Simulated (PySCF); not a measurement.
# C2H7NO2Si: the cost of one run

Programs: PySCF 2.14.0, with density-fitted response routines of our own. Each step states its level of theory. These are calculated values for one molecule in the gas phase, unless marked as measured. Atoms are numbered from 0 throughout.

## 1. Starting geometry

13 atoms, charge 0, multiplicity 1; geometry from: GFN2-xTB. The atoms were then displaced at random by about 0.01 Å, so the start is not that level's minimum.

Bonds of the start (Å): C0–O1 1.39, O1–Si2 1.61, Si2–N3 1.76, N3–C4 1.31, C4–O5 1.20, C0–H6 1.08, C0–H7 1.08, C0–H8 1.13, Si2–H9 1.49, Si2–H10 1.45, N3–H11 1.02, C4–H12 1.11.

## 2. Optimising the geometry at PBE0-D3(BJ)/def2-SVP

What the job is given:

```
{"job": {"xc": "PBE0", "basis": "def2-SVP", "d3": "d3bj", "grid": 1, "shake": 0.01, "kind": "geom"}, "charge": 0, "multiplicity": 1}
C     -2.048560     0.019450     1.697820
O     -1.096270     0.356980     0.750160
Si     0.274260    -0.443110     0.479080
N      0.945080     0.569910    -0.800680
C      2.093790     0.221050    -1.328660
O      2.723090    -0.721590    -0.937250
H     -2.464640    -0.953950     1.510730
H     -1.640780     0.074370     2.698980
H     -2.871180     0.786170     1.631700
H      1.182350    -0.399610     1.653390
H      0.051040    -1.800720     0.012510
H      0.431390     1.375380    -1.146300
H      2.426250     0.898770    -2.139120
```

Started as:

```console
$ OMP_NUM_THREADS=1 python probes_run.py task.json out
```

The driver reads the jobs from task.json and runs them one after another.

Q: Estimate the wall time and peak memory of this first job on 1 thread of AMD EPYC 9R45, shared host.

About 28 s, with a peak of 0.52 GiB.
